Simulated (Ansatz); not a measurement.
# ClH4SSi2 radical: small, medium and large basis sets

One table from this session's results is given with a row withheld; the runs are named, their logs left out.

Program: Ansatz 0.2.0, Gaussian basis. Level of theory: one geometry, several basis sets. These are calculated values, not measurements.

The runs, in order: PBE0-D4/def2-SVP; ωB97M-V/def2-SVP; PBE0-D4/def2-QZVPP; ωB97M-V/def2-QZVPP; the functionals' def2-TZVPP values are taken from earlier runs.

**Structure used throughout**

All runs share one geometry, relaxed beforehand with PBE0-D4 in a triple-zeta def2 set.

8 atoms, charge 0, spin multiplicity 2.

Atoms are counted from 1 here; the program's logs count them from 0.

Bond lengths: Si1–S2 2.140 Å, Si1–H5 1.491 Å, Si1–H6 1.488 Å, S2–Si3 2.122 Å, Si3–Cl4 2.053 Å, Si3–H7 1.479 Å, Si3–H8 1.478 Å. Angles: S2–Si1–H5 109.7°, S2–Si1–H6 106.4°, H5–Si1–H6 111.1°, Si1–S2–Si3 98.4°, S2–Si3–Cl4 111.9°, S2–Si3–H7 111.0°, S2–Si3–H8 106.5°, Cl4–Si3–H7 106.7°, Cl4–Si3–H8 108.7°, H7–Si3–H8 112.1°.

Set-up of the first run:

File in.yaml:

```yaml
crystal:
  periodic: [false, false, false]
  atoms:
    - {symbol: Si, position_ang: [-0.830039, 1.647246, 0.145635]}
    - {symbol: S, position_ang: [0.976946, 0.722979, 0.822599]}
    - {symbol: Si, position_ang: [0.613956, -1.237948, 0.096636]}
    - {symbol: Cl, position_ang: [-1.107304, -2.038698, 0.879156]}
    - {symbol: H, position_ang: [-1.242485, 1.052361, -1.158360]}
    - {symbol: H, position_ang: [-0.531703, 3.098395, 0.001533]}
    - {symbol: H, position_ang: [0.452732, -1.236876, -1.373294]}
    - {symbol: H, position_ang: [1.760097, -2.064559, 0.530295]}
basis:
  gaussian: {orbitals: def2-SVP}
magnetization: {spin_polarized: true, initial_magnetization: 1}
hamiltonian: {xc: pbe0, dispersion: d4}
output: {orbitals: {seedname: orbitals}}
```

Steps of the session up to this table: PBE0-D4 in def2-SVP; ωB97M-V in def2-SVP; PBE0-D4 in def2-QZVPP; ωB97M-V in def2-QZVPP.

One of the session's tables, all rows but one given; the rest of the session is left out.

It belongs to the step «Density functionals: the series». 

```
functional       basis  HOMO (eV)  LUMO (eV)
   PBE0-D4    def2-SVP      -6.21      -2.71
   PBE0-D4  def2-TZVPP      -6.23      -2.73
   PBE0-D4  def2-QZVPP          ?          ?
   ωB97M-V    def2-SVP      -7.93      -1.05
   ωB97M-V  def2-TZVPP      -7.98      -1.14
   ωB97M-V  def2-QZVPP      -8.01      -1.20
```

Q: Estimate the row for PBE0-D4, def2-QZVPP from the others.

As computed: HOMO (eV): -6.25; LUMO (eV): -2.76. In the column «HOMO (eV)» it lies between ωB97M-V, def2-SVP (-7.93) and PBE0-D4, def2-TZVPP (-6.23).
